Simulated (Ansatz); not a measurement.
# C6H14O2Si: one species, many methods

How much do the methods differ for C6H14O2Si? The plan is to run it at one geometry with functionals of several rungs and with coupled cluster. The yardstick is the atomisation energy at the CCSD(T) limit.

Computed with Ansatz 0.2.0, Gaussian basis. Level: functionals in def2-TZVPP, the program's frozen cores in correlated methods.

Levels to be run: LDA (SPW92), PBE-D4, revPBE-D4, BLYP-D4, r2SCAN-D4, B97M-V, PBE0-D4, B3LYP-D4, r2SCANh-D4, r2SCAN0-D4, HSE06-D4, BHLYP-D4, CAM-B3LYP-D4, LC-ωPBE, ωB97X-V, ωB97M-V, B2PLYP, PBE-QIDH; CCSD(T)/def2-SVP; CCSD(T)/def2-TZVPP; MP2/def2-QZVPP; extrapolation to the limit; RPA on PBE.

## 1. Structure used throughout

An earlier PBE0-D4 in a triple-zeta def2 set relaxation fixed the geometry.

SMILES `CC(C)O[Si]OC(C)C`, 23 atoms, charge 0, spin multiplicity 1.

Atoms are counted from 1 here; the program's logs count them from 0.

Bond lengths: C1–C2 1.514 Å, C1–H10 1.091 Å, C1–H11 1.092 Å, C1–H12 1.093 Å, C2–C3 1.515 Å, C2–O4 1.419 Å, C2–H13 1.097 Å, C3–H14 1.092 Å, C3–H15 1.093 Å, C3–H16 1.092 Å, O4–Si5 1.642 Å, Si5–O6 1.642 Å, O6–C7 1.419 Å, C7–C8 1.515 Å, C7–C9 1.514 Å, C7–H17 1.097 Å, C8–H18 1.093 Å, C8–H19 1.092 Å and more. Angles: C2–C1–H10 110.6°, C2–C1–H11 110.1°, C2–C1–H12 110.6°, H10–C1–H11 108.3°, H10–C1–H12 108.5°, H11–C1–H12 108.6°, C1–C2–C3 112.3°, C1–C2–O4 108.2°, C1–C2–H13 108.7°, C3–C2–O4 109.4°, C3–C2–H13 109.2°, O4–C2–H13 109.0°, C2–C3–H14 111.0°, C2–C3–H15 110.7°, C2–C3–H16 110.0°, H14–C3–H15 108.3°, H14–C3–H16 108.2°, H15–C3–H16 108.5° and more.

## 2. LDA

This LDA is Slater exchange with PW92 correlation.

The input, in.yaml:

```yaml
crystal:
  periodic: [false, false, false]
  atoms:
    - {symbol: C, position_ang: [0.574539, -2.342426, -1.978508]}
    - {symbol: C, position_ang: [-0.049285, -1.150094, -1.285230]}
    - {symbol: C, position_ang: [-1.563180, -1.188697, -1.326944]}
    - {symbol: O, position_ang: [0.411212, 0.027690, -1.928899]}
    - {symbol: Si, position_ang: [0.799236, 1.591707, -1.614796]}
    - {symbol: O, position_ang: [0.549970, 1.892737, -0.020245]}
    - {symbol: C, position_ang: [0.098471, 1.263223, 1.168620]}
    - {symbol: C, position_ang: [1.276277, 0.635880, 1.885785]}
    - {symbol: C, position_ang: [-0.602657, 2.302573, 2.016933]}
    - {symbol: H, position_ang: [1.663489, -2.281700, -1.940647]}
    - {symbol: H, position_ang: [0.268996, -2.369621, -3.027000]}
    - {symbol: H, position_ang: [0.261760, -3.273408, -1.499759]}
    - {symbol: H, position_ang: [0.282204, -1.138497, -0.239808]}
    - {symbol: H, position_ang: [-1.991470, -0.320181, -0.821413]}
    - {symbol: H, position_ang: [-1.939420, -2.090805, -0.838676]}
    - {symbol: H, position_ang: [-1.909004, -1.184737, -2.363233]}
    - {symbol: H, position_ang: [-0.622506, 0.479558, 0.905975]}
    - {symbol: H, position_ang: [0.950873, 0.147572, 2.807430]}
    - {symbol: H, position_ang: [1.766432, -0.110171, 1.256122]}
    - {symbol: H, position_ang: [2.011198, 1.403164, 2.140080]}
    - {symbol: H, position_ang: [0.092639, 3.102374, 2.282093]}
    - {symbol: H, position_ang: [-1.438813, 2.742754, 1.471021]}
    - {symbol: H, position_ang: [-0.985861, 1.854305, 2.936700]}
basis:
  gaussian: {orbitals: def2-TZVPP}
hamiltonian: {xc: lda}
output: {orbitals: {seedname: orbitals}}
```

The run is started by

```sh
ansatz run in.yaml --threads 4 --pin off --events-out ev --progress --plain --max-ram 66560MiB --backend cuda --devices 0, --max-vram 37GiB
```

The runs that follow: PBE-D4 (GGA); revPBE-D4 (GGA); BLYP-D4 (GGA); r2SCAN-D4 (meta-GGA); B97M-V (meta-GGA); B3LYP-D4 (hybrid); r2SCANh-D4 (hybrid); r2SCAN0-D4 (hybrid); HSE06-D4 (hybrid); BHLYP-D4 (hybrid); CAM-B3LYP-D4 (range-separated); LC-ωPBE (range-separated); ωB97X-V (range-separated); ωB97M-V (range-separated); B2PLYP (double hybrid); PBE-QIDH (double hybrid); CCSD(T) in def2-SVP; CCSD(T) in def2-TZVPP; MP2 in def2-QZVPP; RPA on PBE orbitals.

Q: Predict the results of all the runs planned. Wanted: atomisation energy, CCSD(T)/CBS; farthest beyond LDA; mean size of error, GGA; mean size of error, meta-GGA; mean size of error, hybrid; mean size of error, range-separated; mean size of error, double hybrid; gap, smallest and largest; T1 diagnostic.

As calculated:

| quantity | value |
| --- | --- |
| atomisation energy, CCSD(T)/CBS | 9266.8 kJ/mol |
| functionals within 46.3 kJ/mol (0.5 %) | revPBE-D4, BLYP-D4, r2SCAN-D4, B97M-V, PBE0-D4, B3LYP-D4, r2SCANh-D4, HSE06-D4, LC-ωPBE, ωB97X-V, ωB97M-V, PBE-QIDH |
| farthest beyond LDA | BHLYP-D4 (-243.5 kJ/mol) |
| mean size of error, GGA | 78.9 kJ/mol |
| mean size of error, meta-GGA | 11.7 kJ/mol |
| mean size of error, hybrid | 74.5 kJ/mol |
| mean size of error, range-separated | 32.5 kJ/mol |
| mean size of error, double hybrid | 72.0 kJ/mol |
| gap, smallest and largest | 4.07 eV (LDA (SPW92)), 10.81 eV (LC-ωPBE) |
| T1 diagnostic | 0.0125 |
| triples share of the correlation energy | 3.9 % |

The LDA atomisation energy is off by 1310.7 kJ/mol (14 %): it overbinds. PBE-D4 is off by +173.5 kJ/mol. Double hybrids carry the basis error of their MP2 part in triple zeta, and no dispersion term here, so their miss is partly the set-up's. The rungs meta-GGA, range-separated miss on average by less than the doubt on the reference (46.3 kJ/mol), so they tie. The reference freezes the cores and leaves out relativity and excitations past (T), so misses under about 46.3 kJ/mol can't be ranked. Hartree-Fock recovers 74 % of the binding; the rest is correlation. CCSD(T) in def2-SVP is off by -423.1 kJ/mol, worse than the median functional, from the basis alone. Orbital gaps span 4.1 to 10.8 eV; exact exchange widens them.
